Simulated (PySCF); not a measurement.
# C₇H₁₃B: magnetic properties

Aim: compute the magnetic properties of C₇H₁₃B (`C=CBC1CCCC1`).

Computed with PySCF 2.14.0 and routines of our own; the level stands in each step. Atoms count from 0.

### Step 1. The starting structure

21 atoms, charge 0, multiplicity 1; geometry from: GFN2-xTB.

### Step 2. Magnetic properties: GIAO PBE/pcSseg-1

What the job is given:

```
{"job": {"kind": "mag", "xc": "PBE", "basis": "pcSseg-1", "isotopologues": 2}, "charge": 0, "multiplicity": 1}
C      3.781957    -0.511547    -0.110309
C      2.486705    -0.585335    -0.418352
B      1.459455     0.521469    -0.076215
C     -0.075027     0.273675    -0.348442
C     -0.669119    -0.933515     0.403165
C     -2.188346    -0.771262     0.258846
C     -2.432862     0.723570    -0.024522
C     -1.053137     1.385997     0.042727
H      4.489329    -1.295597    -0.338652
H      4.187846     0.349905     0.396272
H      2.155417    -1.486572    -0.925311
H      1.834475     1.532025     0.384605
H     -0.213459     0.071281    -1.419574
H     -0.317852    -1.885622     0.008264
H     -0.383522    -0.877204     1.455290
H     -2.706365    -1.099326     1.160038
H     -2.554839    -1.377763    -0.570204
H     -3.126165     1.164816     0.691175
H     -2.860877     0.853430    -1.019665
H     -0.843424     1.711335     1.063014
H     -0.979110     2.253182    -0.612623
```

With the program's defaults for keys left out, this is: GIAO PBE/pcSseg-1 magnetisability, rotational g tensor and spin-rotation constants, non-relativistic, gas phase.

Run with:

```
> OMP_NUM_THREADS=1 python excited_run.py task.json out
```

One launch serves the whole session: the jobs run in the order shown.

Standard output:

```text
coarse grid: 16752 points
cycle   1  E = -298.7150751878  dE =  5.360e-01  |g| = 6.823e-01  |ddm| = 4.064e+00
cycle   2  E = -298.4950309961  dE =  2.200e-01  |g| = 1.132e+00  |ddm| = 1.889e+00
cycle   3  E = -298.8415684336  dE = -3.465e-01  |g| = 1.929e-01  |ddm| = 1.344e+00
cycle   4  E = -298.8499894167  dE = -8.421e-03  |g| = 8.519e-02  |ddm| = 2.168e-01
cycle   5  E = -298.8518356329  dE = -1.846e-03  |g| = 2.677e-02  |ddm| = 8.155e-02
cycle   6  E = -298.8520214572  dE = -1.858e-04  |g| = 8.216e-03  |ddm| = 3.063e-02
cycle   7  E = -298.8520390808  dE = -1.762e-05  |g| = 1.567e-03  |ddm| = 8.132e-03
cycle   8  E = -298.8520397863  dE = -7.055e-07  |g| = 3.392e-04  |ddm| = 1.974e-03
final grid: 159504 points
cycle   9  E = -298.9186835007  dE = -5.537e-05  |g| = 1.619e-02  |ddm| = 4.713e-02
cycle  10  E = -298.9185780256  dE =  1.055e-04  |g| = 2.586e-02  |ddm| = 3.902e-02
cycle  11  E = -298.9187522229  dE = -1.742e-04  |g| = 2.337e-03  |ddm| = 2.498e-02
cycle  12  E = -298.9187536278  dE = -1.405e-06  |g| = 4.634e-04  |ddm| = 2.801e-03
cycle  13  E = -298.9187536835  dE = -5.575e-08  |g| = 1.076e-04  |ddm| = 5.029e-04
cycle  14  E = -298.9187536857  dE = -2.193e-09  |g| = 5.562e-05  |ddm| = 1.113e-04
cycle  15  E = -298.9187536863  dE = -6.004e-10  |g| = 2.715e-05  |ddm| = 5.998e-05
converged SCF energy = -298.9187536863

Magnetisability tensor (1e-30 J/T^2)
    -1183.49      -19.34       29.02
      -19.34    -1181.46      142.92
       29.02      142.92    -1453.03
isotropic -1272.66   principal values   -1517.90  -1180.63  -1119.45
isotropic susceptibility -76.641 1e-6 cm^3/mol

Inertial axes            a          b          c
rot. const./GHz      5.5637     0.9774     0.8716
chi total           -71.144    -73.542    -85.238
chi diamagnetic    -353.841  -1374.282  -1534.080
chi paramagnetic    282.697   1300.741   1448.842
quadrupole/D A        3.359     -3.009     -0.351
g nuclear            0.6830     0.5903     0.5911
g electronic        -0.7389    -0.5973    -0.5932
g total             -0.0559    -0.0070    -0.0021

Spin-rotation constants (kHz, H = +C I.J)
atom  isotope        aa         bb         cc
  2    11B        2.405      0.398      0.220
  8     1H        0.114     -0.024     -0.082
  9     1H       -0.462      0.019     -0.035
 10     1H       -0.521      0.043     -0.031
 11     1H       -0.436      0.055     -0.042
 12     1H       -0.529     -0.122      0.026
 13     1H       -0.440     -0.015     -0.074
 14     1H       -0.601     -0.107      0.021
 15     1H       -0.422     -0.077     -0.022
 16     1H       -0.539     -0.075     -0.006
 17     1H       -0.170     -0.100     -0.041
 18     1H       -0.459     -0.111      0.012
 19     1H       -0.597     -0.101      0.022
 20     1H       -0.576      0.003     -0.063
  0    13C*       2.277      0.388      0.226
  1    13C*       2.208      0.401      0.223
  3    13C*       1.012      0.204      0.174
  4    13C*       0.849      0.149      0.178
  5    13C*       0.796      0.148      0.172
* in the singly substituted isotopologue

Isotopologues: g along a, b, c
2H    at 8,9,10,11,12,1    -0.0410    -0.0062    -0.0016
13C   at 0                 -0.0559    -0.0068    -0.0021
```

Wall time 63 s (1 thread of Arm Neoverse V1, shared host); peak memory 0.7 GiB.

From this job:

| quantity | value |
| --- | --- |
| magnetisability | -1273·10⁻³⁰ J/T² |
| molar susceptibility | -76.6·10⁻⁶ cm³/mol |
| rotational g (a, b, c) | -0.0559, -0.0070, -0.0021 |

Orbitals, density, ELF and potential are computed afterwards from the orbital file.

Frontier orbitals at PBE/pcSseg-1, with the share of their density that lies nearest to each atom:

| orbital | energy (eV) | lies on |
| --- | --- | --- |
| HOMO | -6.91 | C3 26 %; B2 20 %; H11, H12 about 10 % each |
| LUMO | -2.67 | B2 36 %; C0 25 %; C1 10 % |

ELF in a plane through or near 9 of the atoms.

Ten even steps from '0' (0.00) to '9' (1.00):
```
0000000000000000000000000000
0000000000000000000000000000
0000000000000000000000000000
0000000000110002310000000000
0000000005982017850000000000
0000000007995028860000000000
0000155005996025451131000000
0000288302745461785564100000
0000278525265878492675100000
0000362566928525262352000000
0005993542845675078620000000
0009998566500475725400000000
0008997158600675735510000000
0003982048602996478610000000
0000000012005995057400000000
0000000000004992013100000000
0000000000000220000000000000
0000000000000000000000000000
0000000000000000000000000000
0000000000000000000000000000
```
The map spans 14.4 Å across and 9.4 Å up, centred on the molecule. Atoms in the plane (x, y in Å): C0 (-3.8, 0.0), C1 (-2.6, -0.3), B2 (-1.4, 0.7), C3 (0.1, 0.3), C5 (2.1, -1.0), C6 (2.5, 0.4), C7 (1.2, 1.2), H8 (-4.6, -0.7), H13 (0.1, -1.9).

On the surface of density 0.002 e/bohr³ the electrostatic potential runs, from the 1st to the 99th percentile, from -0.40 V near C1 to 0.76 V near H8.

### Step 3. Magnetic properties: common gauge origin X3LYP/cc-pVDZ

The job, as its differences from that of step 2:

```diff
@@ -1,2 +1,2 @@
-{"job": {"kind": "mag", "xc": "PBE", "basis": "pcSseg-1", "isotopologues": 2}, "charge": 0, "multiplicity": 1}
+{"job": {"kind": "mag", "xc": "X3LYP", "basis": "cc-pVDZ", "gauge": [0, 0, 0]}, "charge": 0, "multiplicity": 1}
 C      3.781957    -0.511547    -0.110309
```

Level: common gauge origin X3LYP/cc-pVDZ magnetisability, rotational g tensor and spin-rotation constants, non-relativistic, gas phase.

Standard output:

```text
coarse grid: 16752 points
cycle   1  E = -299.1363714400  dE =  8.152e-01  |g| = 5.030e-01  |ddm| = 8.749e+00
cycle   2  E = -299.1015088991  dE =  3.486e-02  |g| = 6.304e-01  |ddm| = 2.363e+00
cycle   3  E = -299.2095515099  dE = -1.080e-01  |g| = 8.715e-02  |ddm| = 1.195e+00
cycle   4  E = -299.2111691620  dE = -1.618e-03  |g| = 4.014e-02  |ddm| = 1.776e-01
cycle   5  E = -299.2115660434  dE = -3.969e-04  |g| = 1.362e-02  |ddm| = 7.279e-02
cycle   6  E = -299.2116151768  dE = -4.913e-05  |g| = 3.346e-03  |ddm| = 2.531e-02
cycle   7  E = -299.2116182595  dE = -3.083e-06  |g| = 4.152e-04  |ddm| = 6.193e-03
final grid: 159504 points
cycle   8  E = -299.2385071581  dE = -3.784e-05  |g| = 7.563e-03  |ddm| = 6.260e-02
cycle   9  E = -299.2384989059  dE =  8.252e-06  |g| = 9.475e-03  |ddm| = 3.092e-02
cycle  10  E = -299.2385227155  dE = -2.381e-05  |g| = 6.934e-04  |ddm| = 1.681e-02
cycle  11  E = -299.2385228336  dE = -1.180e-07  |g| = 1.969e-04  |ddm| = 1.446e-03
cycle  12  E = -299.2385228434  dE = -9.832e-09  |g| = 5.981e-05  |ddm| = 3.954e-04
cycle  13  E = -299.2385228441  dE = -6.672e-10  |g| = 3.187e-05  |ddm| = 1.185e-04
cycle  14  E = -299.2385228443  dE = -2.721e-10  |g| = 4.205e-06  |ddm| = 5.059e-05
converged SCF energy = -299.2385228443

Magnetisability tensor (1e-30 J/T^2)
    -2107.29     -671.01     -359.24
     -671.01    -6989.30     -535.30
     -359.24     -535.30    -7492.60
isotropic -5529.73   principal values   -7909.66  -6677.69  -2001.83
isotropic susceptibility -333.008 1e-6 cm^3/mol

Inertial axes            a          b          c
rot. const./GHz      5.5637     0.9774     0.8716
chi total          -120.599   -418.910   -459.515
chi diamagnetic    -352.945  -1373.659  -1533.402
chi paramagnetic    232.346    954.749   1073.887
quadrupole/D A        3.081     -2.824     -0.258
g nuclear            0.6830     0.5903     0.5911
g electronic        -0.6073    -0.4384    -0.4397
g total              0.0757     0.1519     0.1514

Spin-rotation constants (kHz, H = +C I.J)
atom  isotope        aa         bb         cc
  2    11B        1.998      0.248      0.095
  8     1H        0.100      0.473      0.337
  9     1H       -0.513      0.258      0.114
 10     1H       -0.325     -0.183     -0.212
 11     1H       -0.101     -0.087     -0.131
 12     1H       -0.678     -0.306     -0.223
 13     1H       -0.052     -0.251     -0.188
 14     1H       -0.645     -0.266     -0.188
 15     1H       -0.217      0.055      0.134
 16     1H       -0.335     -0.050      0.069
 17     1H       -0.398      0.172      0.203
 18     1H       -0.589      0.031      0.107
 19     1H       -0.496     -0.232     -0.105
 20     1H        0.093     -0.120     -0.042
  0    13C*       1.969      0.392      0.226
  1    13C*       1.857      0.256      0.103
  3    13C*       0.627      0.075      0.043
  4    13C*       0.552      0.055      0.070
  5    13C*       0.500      0.097      0.107
* in the singly substituted isotopologue
```

It took 15 s on 1 thread of Arm Neoverse V1, shared host; peak memory 0.82 GiB.

It converged, yet the result is unsound: a common gauge origin replaces GIAOs, so the magnetic properties depend on where the origin lies.

### Step 4. Magnetic properties: GIAO PBE/pcseg-1

The job, as its differences from that of step 3:

```diff
@@ -1,2 +1,2 @@
-{"job": {"kind": "mag", "xc": "X3LYP", "basis": "cc-pVDZ", "gauge": [0, 0, 0]}, "charge": 0, "multiplicity": 1}
+{"job": {"kind": "mag", "xc": "PBE", "basis": "pcseg-1", "scf": {"conv": 0.001, "aux": "cc-pvdz-ri", "max_cycle": 81}}, "charge": 0, "multiplicity": 1}
 C      3.781957    -0.511547    -0.110309
```

Level: GIAO PBE/pcseg-1 magnetisability, rotational g tensor and spin-rotation constants, non-relativistic, gas phase.

Standard output:

```text
final grid: 159504 points
cycle   1  E = -298.7918716059  dE =  5.388e-01  |g| = 6.154e-01  |ddm| = 4.501e+00
cycle   2  E = -298.6095140828  dE =  1.824e-01  |g| = 1.025e+00  |ddm| = 1.962e+00
cycle   3  E = -298.8988968387  dE = -2.894e-01  |g| = 1.790e-01  |ddm| = 1.358e+00
cycle   4  E = -298.9065218535  dE = -7.625e-03  |g| = 7.797e-02  |ddm| = 2.372e-01
cycle   5  E = -298.9081322430  dE = -1.610e-03  |g| = 2.298e-02  |ddm| = 8.940e-02
cycle   6  E = -298.9082716708  dE = -1.394e-04  |g| = 6.898e-03  |ddm| = 3.076e-02
converged SCF energy = -298.9082716708

Magnetisability tensor (1e-30 J/T^2)
    -1183.63      -19.20       28.88
      -19.20    -1181.03      138.92
       28.88      138.92    -1444.43
isotropic -1269.70   principal values   -1507.75  -1180.68  -1120.66
isotropic susceptibility -76.463 1e-6 cm^3/mol

Inertial axes            a          b          c
rot. const./GHz      5.5637     0.9774     0.8716
chi total           -71.154    -73.455    -84.779
chi diamagnetic    -353.895  -1374.422  -1534.211
chi paramagnetic    282.741   1300.966   1449.432
quadrupole/D A        3.268     -2.955     -0.312
g nuclear            0.6830     0.5903     0.5911
g electronic        -0.7390    -0.5974    -0.5935
g total             -0.0560    -0.0071    -0.0023

Spin-rotation constants (kHz, H = +C I.J)
atom  isotope        aa         bb         cc
  2    11B        2.267      0.375      0.207
  8     1H        0.111     -0.025     -0.084
  9     1H       -0.465      0.018     -0.035
 10     1H       -0.522      0.041     -0.033
 11     1H       -0.431      0.055     -0.043
 12     1H       -0.535     -0.122      0.026
 13     1H       -0.444     -0.015     -0.074
 14     1H       -0.605     -0.108      0.021
 15     1H       -0.427     -0.077     -0.023
 16     1H       -0.546     -0.076     -0.006
 17     1H       -0.173     -0.100     -0.042
 18     1H       -0.466     -0.112      0.012
 19     1H       -0.601     -0.102      0.022
 20     1H       -0.582      0.002     -0.063
  0    13C*       2.158      0.363      0.209
  1    13C*       2.092      0.376      0.206
  3    13C*       0.941      0.188      0.163
  4    13C*       0.778      0.137      0.167
  5    13C*       0.719      0.136      0.162
* in the singly substituted isotopologue
```

Run time: 24 s. Hardware: 1 thread of Arm Neoverse V1, shared host; peak memory 0.53 GiB.

The run ended normally, but its values are not to be used for the molecule: the SCF threshold of 0.001 Eh is far too loose; the fitting basis cc-pvdz-ri is not made for Coulomb and exchange fitting here.

### Step 5. What came out

```
                                          quantity                               value
       magnetisability (step 2, GIAO PBE/pcSseg-1)                    -1273·10⁻³⁰ J/T²
  molar susceptibility (step 2, GIAO PBE/pcSseg-1)                  -76.6·10⁻⁶ cm³/mol
rotational g (a, b, c) (step 2, GIAO PBE/pcSseg-1)           -0.0559, -0.0070, -0.0021
             surface potential, 1st and 99th percentile                  -0.40 V and 0.76 V
                                              runs  0 failed, 2 ended on unsound input
```

**Reading.** At PBE/pcSseg-1, counted by nearest atom on the grid, the HOMO lies on C3 26 %; B2 20 %, the LUMO on B2 36 %; C0 25 %. Vibrational averaging and real surroundings are missing from these values.
